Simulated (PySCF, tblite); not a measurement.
# C₅H₁₂OSi₃: geometry, infrared bands and NMR shifts

Wanted: the infrared bands and NMR shifts of C₅H₁₂OSi₃ (`C#C[SiH2][Si@H]1C[C@H](O[SiH3])C1`), by calculation.

Computed with tblite 0.8.0 and PySCF 2.14.0, with density-fitted response routines of our own, on a single molecule in the gas phase. Atoms are numbered from 0 throughout.

## 1. Starting geometry

21 atoms, charge 0, multiplicity 1; geometry from: force field or distance geometry start.

Bonds of the start (Å): C0–C1 1.19, C1–Si2 1.88, Si2–Si3 2.25, Si3–C4 1.86, C4–C5 1.57, C5–O6 1.45, O6–Si7 1.67, C5–C8 1.57, C8–Si3 1.88, C0–H9 1.07, Si2–H10 1.49, Si2–H11 1.49, Si3–H12 1.50, C4–H13 1.10, C4–H14 1.10, C5–H15 1.10, Si7–H16 1.49, Si7–H17 1.47, Si7–H18 1.49, C8–H19 1.10, C8–H20 1.09.

## 2. Relaxing the molecule with GFN2-xTB

Job settings and geometry (Å):

```
{"job": {"kind": "relax", "xc": "GFN2-xTB", "basis": "xTB"}, "charge": 0, "multiplicity": 1}
C     -2.399600     1.798900    -1.483800
C     -2.518200     0.680900    -1.086900
Si    -2.673500    -1.079400    -0.444200
Si    -0.735600    -1.773400     0.468500
C      0.802700    -1.409200    -0.518300
C      0.945400    -0.036200     0.226800
O      2.330800     0.337200     0.451300
Si     2.676400     1.855300     1.052800
C      0.164800    -0.499000     1.512500
H     -2.323700     2.799500    -1.841400
H     -3.772900    -1.135700     0.563400
H     -3.070400    -1.977500    -1.566400
H     -0.753800    -3.139800     1.092300
H      1.626500    -2.110600    -0.339500
H      0.658500    -1.310200    -1.604200
H      0.424200     0.762000    -0.313600
H      2.136600     2.874700     0.117300
H      4.135900     2.011300     1.186900
H      2.018400     2.022000     2.376800
H     -0.466400     0.276800     1.967400
H      0.785000    -0.930700     2.295900
```

Launch:

```
> OMP_NUM_THREADS=1 python probes_run.py task.json out
```

The driver reads the jobs from task.json and runs them one after another.

**Question.** This job is followed by: GFN2-xTB harmonic vibrations, gas phase; GIAO PBE0/pcSseg-1 NMR shielding, non-relativistic, gas phase. What will the session give for the following? strongest single infrared mode (GFN2-xTB); zero-point energy (GFN2-xTB); 13C shifts against TMS (PBE0/pcSseg-1, means over atoms taken as alike); 1H shifts against TMS (PBE0/pcSseg-1, means over atoms taken as alike); 29Si shifts against TMS (PBE0/pcSseg-1); 17O shifts against H2O (PBE0/pcSseg-1).

**Answer**, as computed:

| quantity | value |
| --- | --- |
| strongest single infrared mode (GFN2-xTB) | 2186 cm⁻¹, 396 km/mol |
| zero-point energy (GFN2-xTB) | 89.8 kcal/mol |
| 13C shifts against TMS (PBE0/pcSseg-1, means over atoms taken as alike) | 106.3, 83.7, 71.2, 23.9 ppm |
| 1H shifts against TMS (PBE0/pcSseg-1, means over atoms taken as alike) | 4.85, 4.70, 4.65, 4.36, 2.04, 1.99, 1.94 ppm |
| 29Si shifts against TMS (PBE0/pcSseg-1) | -47.9, -65.5, -98.2 ppm |
| 17O shifts against H2O (PBE0/pcSseg-1) | 71.8 ppm |

**Reading.** Relaxing lowered the energy by 0.455 eV in 127 steps; the close pair that moved most is Si2–Si3, from 2.252 to 2.316 Å. The lowest mode is slightly imaginary (2i cm⁻¹), a soft motion within the noise of the Hessian, so the minimum is not strictly shown. The strongest single mode, at 2186 cm⁻¹, moves mainly H11 and H10. GFN2-xTB is a fitted tight-binding method: band positions and strengths are rough. Its intensities can rank the bands wrongly. At PBE0/pcSseg-1: The widest tensor belongs to C1: span 281 ppm, with a paramagnetic part of -159 ppm.
